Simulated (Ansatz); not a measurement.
# F₂H₃NSeSn: basis-set convergence

The task here is to estimate one member of a computed series from the others.

The runs use Ansatz 0.2.0, Gaussian basis; one geometry, several basis sets.

The runs, in order: PBE0-D4/def2-SVP; ωB97M-V/def2-SVP; PBE0-D4/def2-QZVPP; ωB97M-V/def2-QZVPP; the functionals' def2-TZVPP values are taken from earlier runs.

1 further run of the same task is left out (for a known fault of the program).

### Structure used throughout

All runs share one geometry, relaxed beforehand with PBE0-D4 in a triple-zeta def2 set. Sn takes the def2 core potential; no spin-orbit term is included.

SMILES `[NH2][Sn]([F])([F])[SeH]`, 8 atoms, charge 0, spin multiplicity 1.

Atoms are counted from 1 here; the program's logs count them from 0.

Bond lengths: N1–Sn2 1.992 Å, N1–H6 1.013 Å, N1–H7 1.012 Å, Sn2–F3 1.915 Å, Sn2–F4 1.905 Å, Sn2–Se5 2.482 Å, Se5–H8 1.470 Å. Angles: Sn2–N1–H6 112.3°, Sn2–N1–H7 113.8°, H6–N1–H7 108.8°, N1–Sn2–F3 114.5°, N1–Sn2–F4 103.9°, N1–Sn2–Se5 115.2°, F3–Sn2–F4 102.3°, F3–Sn2–Se5 106.7°, F4–Sn2–Se5 113.8°, Sn2–Se5–H8 89.0°.

The first run:

in.yaml reads:

```yaml
crystal:
  periodic: [false, false, false]
  atoms:
    - {symbol: N, position_ang: [-0.341589, 1.672159, -0.144126]}
    - {symbol: Sn, position_ang: [0.233344, -0.234361, -0.192247]}
    - {symbol: F, position_ang: [1.523341, -0.708766, 1.140520]}
    - {symbol: F, position_ang: [1.245858, -0.364961, -1.801039]}
    - {symbol: Se, position_ang: [-1.604445, -1.895299, -0.029607]}
    - {symbol: H, position_ang: [0.385393, 2.301591, -0.462390]}
    - {symbol: H, position_ang: [-0.664580, 1.978696, 0.764713]}
    - {symbol: H, position_ang: [-0.685122, -2.806359, 0.668276]}
basis:
  gaussian: {orbitals: def2-SVP}
hamiltonian: {xc: pbe0, dispersion: d4}
output: {orbitals: {seedname: orbitals}}
```

The run is started by

```bash
ansatz run in.yaml --threads 4 --pin off --events-out ev --progress --plain --max-ram 10444MiB
```

Steps of the session up to this table: PBE0-D4 in def2-SVP; ωB97M-V in def2-SVP; PBE0-D4 in def2-QZVPP; ωB97M-V in def2-QZVPP.

One of the session's tables, all rows but one given; the rest of the session is left out.

It belongs to the step «Functionals by basis». 

```
functional       basis  HOMO (eV)  LUMO (eV)
   PBE0-D4    def2-SVP          ?          ?
   PBE0-D4  def2-TZVPP      -7.94      -2.06
   PBE0-D4  def2-QZVPP      -7.95      -2.11
   ωB97M-V    def2-SVP      -9.96       0.23
   ωB97M-V  def2-TZVPP     -10.12      -0.10
   ωB97M-V  def2-QZVPP     -10.15      -0.24
```

Q: Estimate the row for PBE0-D4, def2-SVP from the others.

The run gave: HOMO (eV): -7.79; LUMO (eV): -1.83. In the column «HOMO (eV)» it is the highest.
